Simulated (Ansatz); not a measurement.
# CH6InNO: the cost of one run

Program: Ansatz 0.2.0, Gaussian basis. Level of theory: the settings change from run to run. These are calculated values, not measurements.

1 further run of the same task is left out (for a known fault of the program). Runs told in other sessions of the task aren't counted.

**1. The relaxed structure**

The geometry comes from an earlier relaxation with PBE0-D4 in a triple-zeta def2 set; it is a stationary point, not always the lowest conformer. In takes a core potential in def2 sets; no spin-orbit term is included.

10 atoms, charge 0, spin multiplicity 1.

Atoms are counted from 1 here; the program's logs count them from 0.

Bond lengths: C1–O2 1.398 Å, C1–H5 1.101 Å, C1–H6 1.096 Å, C1–H7 1.100 Å, O2–In3 1.990 Å, In3–N4 2.009 Å, In3–H8 1.692 Å, N4–H9 1.008 Å, N4–H10 1.007 Å. Angles: O2–C1–H5 112.8°, O2–C1–H6 109.0°, O2–C1–H7 113.0°, H5–C1–H6 107.1°, H5–C1–H7 107.4°, H6–C1–H7 107.2°, C1–O2–In3 121.5°, O2–In3–N4 110.0°, O2–In3–H8 118.8°, N4–In3–H8 131.0°, In3–N4–H9 119.1°, In3–N4–H10 121.1°, H9–N4–H10 110.3°.

**2. B97/def2-TZVPD**

This run has multiplicity 3, coordinates scaled by 0.96.

in.yaml

```yaml
crystal:
  periodic: [false, false, false]
  atoms:
    - {symbol: C, position_ang: [-1.223816, -0.231722, 1.040171]}
    - {symbol: O, position_ang: [0.076358, -0.220921, 1.374452]}
    - {symbol: In, position_ang: [1.439987, 0.078073, 0.070752]}
    - {symbol: N, position_ang: [0.642915, 0.437515, -1.648085]}
    - {symbol: H, position_ang: [-1.471252, -1.018930, 0.379963]}
    - {symbol: H, position_ang: [-1.800392, -0.365627, 1.910437]}
    - {symbol: H, position_ang: [-1.541873, 0.669211, 0.589965]}
    - {symbol: H, position_ang: [2.989910, 0.113830, 0.553958]}
    - {symbol: H, position_ang: [-0.272030, 0.165895, -1.808876]}
    - {symbol: H, position_ang: [1.160194, 0.372675, -2.462728]}
basis:
  gaussian: {orbitals: def2-TZVPD}
magnetization: {spin_polarized: true, initial_magnetization: 2}
hamiltonian: {xc: {name: B97}}
output: {forces: true}
```

On the command line:

```sh
$ ansatz run in.yaml --threads 4 --pin off --events-out ev --progress --plain --max-ram 10444MiB
```

Q: Estimate wall time and peak memory on 4 threads of AMD EPYC 9R45, shared host.

About 10 s, with a peak of 0.89 GiB.
